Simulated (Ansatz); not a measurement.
# BiPbBrO2: properties at the relaxed cell

This session takes BiPbBrO2 and sets out to fit an equation of state.

Computed with Ansatz 0.2.0 (DFT PBEsol, scalar-relativistic, plane waves, PAW, unless a step's input says otherwise).

**1. Starting point**

Symmetry: I4mm, No. 107, tetragonal system. Conventional cell: a = 3.953 Å, b = 3.953 Å, c = 12.846 Å, α = 90.00°, β = 90.00°, γ = 90.00°. Bi (site symmetry 4mm) has 4 O at 2.26 Å as nearest neighbours. Pb (site symmetry 4mm) has 4 O at 2.39 Å as nearest neighbours. Br (site symmetry 4mm) has 4 Bi at 3.38 Å and 4 Pb at 3.49 Å as nearest neighbours. Around O (site symmetry 2mm) lie 2 Bi at 2.26 Å and 2 Pb at 2.39 Å.

Structure file:

```cif
data_structure
_symmetry_space_group_name_H-M 'P 1'
_symmetry_Int_Tables_number 1
_cell_length_a 7.0047
_cell_length_b 7.0047
_cell_length_c 7.0047
_cell_angle_alpha 147.222
_cell_angle_beta 147.222
_cell_angle_gamma 47.035
_cell_volume 100.36
loop_
_atom_site_label
_atom_site_type_symbol
_atom_site_fract_x
_atom_site_fract_y
_atom_site_fract_z
_atom_site_occupancy
Bi1 Bi 0.34302 0.34302 0.00000 1
Pb1 Pb 0.65271 0.65271 0.00000 1
Br1 Br 0.99041 0.99041 0.00000 1
O1 O 0.75693 0.25693 0.50000 1
O2 O 0.25693 0.75693 0.50000 1
```

It goes back to an entry of the Materials Project, which need not be the stable form.

It is the result of an earlier relaxation at this level (volume 20.07 Å³/atom; gap on the mesh: 1.66 eV).

**2. The cell scaled to 0.97 of its volume**

Input file input.yaml:

```yaml
crystal:
  lattice:
    - [-1.9564527195, 1.9564527195, 6.3579641426]
    - [1.9564527195, -1.9564527195, 6.3579641426]
    - [1.9564527195, 1.9564527195, -6.3579641426]
  atoms:
    - { symbol: Bi, position: [0.3430200466, 0.3430200466, 0.0] }
    - { symbol: Pb, position: [0.6527117713, 0.6527117713, 0.0] }
    - { symbol: Br, position: [0.9904133983, 0.9904133983, 0.0] }
    - { symbol: O, position: [0.7569268919, 0.2569268919, 0.5] }
    - { symbol: O, position: [0.2569268919, 0.7569268919, 0.5] }
basis:
  ecutwfc: 420
kpoints:
  mp_grid: { grid: [10, 10, 10] }
hamiltonian:
  xc: pbesol
scf:
  occupations: { method: gaussian, width: 0.02 }
output:
  forces: true
  stress: true
  eigenvalues: true
relax:
  adjacent_minimum: "off"
  f_tol: 0.01
  max_steps: 30
  cell: { stress_tol: 0.1, fix: [volume] }
```

The run is started by

```
$ ansatz run input.yaml --threads 2 --pin off --max-ram 5120MiB --backend cpu --events-out ev --progress --plain --runs-dir out
```

**3. Point at V/V0 = 1.03**

Edit input.yaml of step 2 so:

```diff
@@ -2,5 +2,5 @@
   lattice:
-    - [-1.9564527195, 1.9564527195, 6.3579641426]
-    - [1.9564527195, -1.9564527195, 6.3579641426]
-    - [1.9564527195, 1.9564527195, -6.3579641426]
+    - [-1.9959876685, 1.9959876685, 6.4864424777]
+    - [1.9959876685, -1.9959876685, 6.4864424777]
+    - [1.9959876685, 1.9959876685, -6.4864424777]
   atoms:
@@ -23,2 +23,6 @@
   eigenvalues: true
+  write_density: true
+  write_potential: true
+  elf: true
+  volumetric_format: npy
 relax:
```

**4. Point at V/V0 = 0.94**

Input file input.yaml:

```yaml
crystal:
  lattice:
    - [-1.9472629668, 1.9472629668, 6.2196178121]
    - [1.9472629668, -1.9472629668, 6.2196178121]
    - [1.9472629668, 1.9472629668, -6.2196178121]
  atoms:
    - { symbol: Bi, position: [0.3445360875, 0.3445360875, 0.0] }
    - { symbol: Pb, position: [0.6501993707, 0.6501993707, 0.0] }
    - { symbol: Br, position: [0.9919110989, 0.9919110989, 0.0] }
    - { symbol: O, position: [0.7566762214, 0.2566762214, 0.5] }
    - { symbol: O, position: [0.2566762214, 0.7566762214, 0.5] }
basis:
  ecutwfc: 420
kpoints:
  mp_grid: { grid: [10, 10, 10] }
hamiltonian:
  xc: pbesol
scf:
  occupations: { method: gaussian, width: 0.02 }
output:
  forces: true
  stress: true
  eigenvalues: true
relax:
  adjacent_minimum: "off"
  f_tol: 0.01
  max_steps: 30
  cell: { stress_tol: 0.1, fix: [volume] }
```

**5. Volume × 1.06**

Input file input.yaml:

```yaml
crystal:
  lattice:
    - [-2.0038643184, 2.0038643184, 6.6229929849]
    - [2.0038643184, -2.0038643184, 6.6229929849]
    - [2.0038643184, 2.0038643184, -6.6229929849]
  atoms:
    - { symbol: Bi, position: [0.3417635825, 0.3417635825, 0.0] }
    - { symbol: Pb, position: [0.6555177137, 0.6555177137, 0.0] }
    - { symbol: Br, position: [0.9882710928, 0.9882710928, 0.0] }
    - { symbol: O, position: [0.7572233055, 0.2572233055, 0.5] }
    - { symbol: O, position: [0.2572233055, 0.7572233055, 0.5] }
basis:
  ecutwfc: 420
kpoints:
  mp_grid: { grid: [10, 10, 10] }
hamiltonian:
  xc: pbesol
scf:
  occupations: { method: gaussian, width: 0.02 }
output:
  forces: true
  stress: true
  eigenvalues: true
relax:
  adjacent_minimum: "off"
  f_tol: 0.01
  max_steps: 30
  cell: { stress_tol: 0.1, fix: [volume] }
```

**6. Volume × 0.91**

Input file input.yaml:

```yaml
crystal:
  lattice:
    - [-1.9373368793, 1.9373368793, 6.0829767245]
    - [1.9373368793, -1.9373368793, 6.0829767245]
    - [1.9373368793, 1.9373368793, -6.0829767245]
  atoms:
    - { symbol: Bi, position: [0.34623373, 0.34623373, 0.0] }
    - { symbol: Pb, position: [0.6479133548, 0.6479133548, 0.0] }
    - { symbol: Br, position: [0.9930106606, 0.9930106606, 0.0] }
    - { symbol: O, position: [0.7564206272, 0.2564206272, 0.5] }
    - { symbol: O, position: [0.2564206272, 0.7564206272, 0.5] }
basis:
  ecutwfc: 420
kpoints:
  mp_grid: { grid: [10, 10, 10] }
hamiltonian:
  xc: pbesol
scf:
  occupations: { method: gaussian, width: 0.02 }
output:
  forces: true
  stress: true
  eigenvalues: true
relax:
  adjacent_minimum: "off"
  f_tol: 0.01
  max_steps: 30
  cell: { stress_tol: 0.1, fix: [volume] }
```

**7. Volume × 1.10**

Input file input.yaml:

```yaml
crystal:
  lattice:
    - [-2.015978046, 2.015978046, 6.7905686247]
    - [2.015978046, -2.015978046, 6.7905686247]
    - [2.015978046, 2.015978046, -6.7905686247]
  atoms:
    - { symbol: Bi, position: [0.340918081, 0.340918081, 0.0] }
    - { symbol: Pb, position: [0.6588503793, 0.6588503793, 0.0] }
    - { symbol: Br, position: [0.9847481069, 0.9847481069, 0.0] }
    - { symbol: O, position: [0.7577412164, 0.2577412164, 0.5] }
    - { symbol: O, position: [0.2577412164, 0.7577412164, 0.5] }
basis:
  ecutwfc: 420
kpoints:
  mp_grid: { grid: [10, 10, 10] }
hamiltonian:
  xc: pbesol
scf:
  occupations: { method: gaussian, width: 0.02 }
output:
  forces: true
  stress: true
  eigenvalues: true
relax:
  adjacent_minimum: "off"
  f_tol: 0.01
  max_steps: 30
  cell: { stress_tol: 0.1, fix: [volume] }
```

**8. Point at V/V0 = 0.88**

Input file input.yaml:

```yaml
crystal:
  lattice:
    - [-1.9261128439, 1.9261128439, 5.9511962446]
    - [1.9261128439, -1.9261128439, 5.9511962446]
    - [1.9261128439, 1.9261128439, -5.9511962446]
  atoms:
    - { symbol: Bi, position: [0.3479295209, 0.3479295209, 0.0] }
    - { symbol: Pb, position: [0.6457429562, 0.6457429562, 0.0] }
    - { symbol: Br, position: [0.993941983, 0.993941983, 0.0] }
    - { symbol: O, position: [0.7561922699, 0.2561922699, 0.5] }
    - { symbol: O, position: [0.2561922699, 0.7561922699, 0.5] }
basis:
  ecutwfc: 420
kpoints:
  mp_grid: { grid: [10, 10, 10] }
hamiltonian:
  xc: pbesol
scf:
  occupations: { method: gaussian, width: 0.02 }
output:
  forces: true
  stress: true
  eigenvalues: true
relax:
  adjacent_minimum: "off"
  f_tol: 0.01
  max_steps: 30
  cell: { stress_tol: 0.1, fix: [volume] }
```

(Steps that only read results are left out.)

Before running it: what results should come out? Wanted: equilibrium volume of the fit; bulk modulus.

**Answer**, as computed:

| quantity | value |
| --- | --- |
| equilibrium volume of the fit | 20.06 Å³/atom |
| bulk modulus | 43 GPa |
| its pressure derivative | 7.4 |

What this shows: The fit puts the minimum at 20.06 Å³/atom with B = 43 GPa and B' = 7.4. The gap on the mesh goes from 1.51 eV at the smallest volume to 1.86 eV at the largest. These runs have no spin-orbit coupling; with Bi, Pb it would split and shift bands.
